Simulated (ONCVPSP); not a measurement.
**An ONCV potential for tungsten, from input to tests**

Do these settings give a usable potential? It is generated, then checked for transferability, scattering, ghosts and hardness.

Method: ONCVPSP 4.0.1.1 (patched build), PBEsol, scalar-relativistic.

### Step 1. Settings

Typed settings, in words:

| Item | Value |
| --- | --- |
| element | tungsten (W, Z = 74) |
| type | optimised norm-conserving Vanderbilt (ONCV) |
| frozen core | [Kr] 4d10 |
| valence charge | 28 |
| reference configuration | 4f14 5s2 5p6 5d4 6s2 |
| partial waves | 5s+6s: rc 1.95 bohr, ncon 5, nbas 10, qcut 7.7 1/bohr, 2 projectors; 5p: rc 2.10 bohr, ncon 3, nbas 7, qcut 7.4 1/bohr, 1 projector; 5d: rc 1.65 bohr, ncon 4, nbas 7, qcut 5.7 1/bohr, 2 projectors, debl 0.7 Ha; 4f: rc 0.70 bohr, ncon 4, nbas 8, qcut 26.7 1/bohr, local |
| local potential | the f channel |
| core correction | not asked for |

An earlier all-electron run gives the scale for the radii.

All-electron outer shells of the reference configuration (PBEsol, scalar-relativistic, ld1.x):

| shell | level (eV) | outermost node (bohr) | outermost maximum (bohr) |
| --- | --- | --- | --- |
| 4d | -238.27 | 0.22 | 0.45 |
| 5s | -79.11 | 0.53 | 0.96 |
| 5p | -43.22 | 0.57 | 1.09 |
| 4f | -33.24 | – | 0.43 |
| 6s | -5.75 | 1.28 | 2.64 |
| 5d | -4.51 | 0.63 | 1.49 |
| 6p | -1.33 | 1.54 | 3.70 |

### Step 2. Generating the potential

The input, W.dat:

```
# ATOM AND REFERENCE CONFIGURATION
# atsym  z   nc   nv     iexc    psfile
  W 74.00    9    5  -116133      upf
#
#   n    l    f
    1    0    2.00
    2    0    2.00
    2    1    6.00
    3    0    2.00
    3    1    6.00
    3    2   10.00
    4    0    2.00
    4    1    6.00
    4    2   10.00
    4    3   14.00
    5    0    2.00
    5    1    6.00
    5    2    4.00
    6    0    2.00
#
# PSEUDOPOTENTIAL AND OPTIMIZATION
# lmax
    3
#
#   l,   rc,      ep,       ncon, nbas, qcut
    0    1.95    0.00    5   10    7.70
    1    2.10    0.00    3    7    7.40
    2    1.65    0.00    4    7    5.70
    3    0.70    0.00    4    8   26.70
#
# LOCAL POTENTIAL
# lloc, lpopt,  rc(5),   dvloc0
    3    5    0.70    0.00
#
# VANDERBILT-KLEINMAN-BYLANDER PROJECTORs
# l, nproj, debl
    0    2    2.30
    1    1    1.10
    2    2    0.70
    3    0    0.70
#
# MODEL CORE CHARGE
# icmod, fcfact, rcfact
    0    0.00    0.00
#
# LOG DERIVATIVE ANALYSIS
# epsh1, epsh2, depsh
   -4.00    5.00    0.02
#
# OUTPUT GRID
# rlmax, drl
    6.00    0.01
#
# TEST CONFIGURATIONS
# ncnf
    4
# nvcnf
#   n    l    f
    5
    4    3   14.00
    5    0    2.00
    5    1    6.00
    5    2    4.00
    6    0    1.00
#
    5
    4    3   14.00
    5    0    2.00
    5    1    6.00
    5    2    4.00
    6    0    0.00
#
    5
    4    3   14.00
    5    0    2.00
    5    1    6.00
    5    2    3.00
    6    0    0.00
#
    5
    4    3   13.00
    5    0    2.00
    5    1    6.00
    5    2    4.00
    6    0    2.00
#
```

Started as:

```
$ oncvpsp.x < W.dat > W.out
```

Q: Predict the outcome of this session. Wanted: cutoffs for 1 and 0.1 mHa per electron, occupied waves; bound ghosts; GHOST(+) flags; largest test error; largest phase difference near zero energy, channels read.

**Answer**, as computed:

```
                                                quantity                                                                value
  cutoffs for 1 and 0.1 mHa per electron, occupied waves                                                    284 Ha and 312 Ha
                                            bound ghosts  s at -1643.34 eV, s at -98.76 eV, p at -1007.42 eV, d at -352.12 eV
                                          GHOST(+) flags                                                   none at low energy
                            largest test error (AE − PS)                                    -43 meV, for 4f13 5s2 5p6 5d4 6s2
largest phase difference near zero energy, channels read                                                            0.280 rad
```

In words: A bound ghost (s, p, d) makes it unfit for use: electrons can fall into a state that the atom doesn't have. The worst unpolarised test, 4f13 5s2 5p6 5d4 6s2, is off by 43 meV on 42.8 eV; by total energies transferability rates as fair. By its cutoff, 284 Ha for the looser tolerance, it is very hard. At the looser tolerance the 4f wave is the slowest; 5s needs 20 Ha. Near zero energy the largest phase difference among the channels read is 0.28 rad, in the p channel. The pseudo curves have a pole with no partner nearby in the atom's: s at -3.62 Ha. All of this concerns the isolated atom, not yet a solid.
